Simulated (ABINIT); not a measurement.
Crystal: BaNd.

```
Nd Ba
1.0
     3.96332    0.00000    0.00000
    -1.98166    3.43233    0.00000
     0.00000    0.00000    6.58392
Nd Ba
1 1
Direct
  0.66667 0.33333 0.00000
  0.00000 0.00000 0.50000
```

The cell comes from a database or a generator and needn't be the stable form of this composition.

Base run:

- Program: ABINIT 10.8.3 (patched build)
- Functional: PBE
- Potentials or basis: JTH PAW PBE v2.0
- Cutoff: 544 eV
- k mesh: 8 × 8 × 4
- Occupations: fermi-dirac, width 0.05 eV
- Spin: collinear spin, ferromagnetic start
- Starting moments: [3.0, 0.0] μB

Its results: band gap on the k mesh none (metal or under the smearing width); pressure 0.4 GPa; net moment 4.16 μB per cell; site moments Nd +3.55; Ba +0.01 μB.

**Question.** The run is repeated on the same cell with these changes: moments at the start from [3.0, 0.0] to [7.0, 0.0]. What comes out?

**Answer.** Band gap on the k mesh none (metal or under the smearing width); pressure 1.0 GPa; net moment 4.12 μB per cell; site moments Nd +3.54; Ba +0.01 μB.

Caveats: this set's barium file shifts pressures by 1.5 GPa and gaps by 0.1 eV against other sets; the magnetic or orbital state may not be the lowest; spin-orbit coupling is left out, which moves the levels of the heavy elements; without U or exact exchange the open f shell lies at the Fermi level, which spoils levels, moments and volumes.
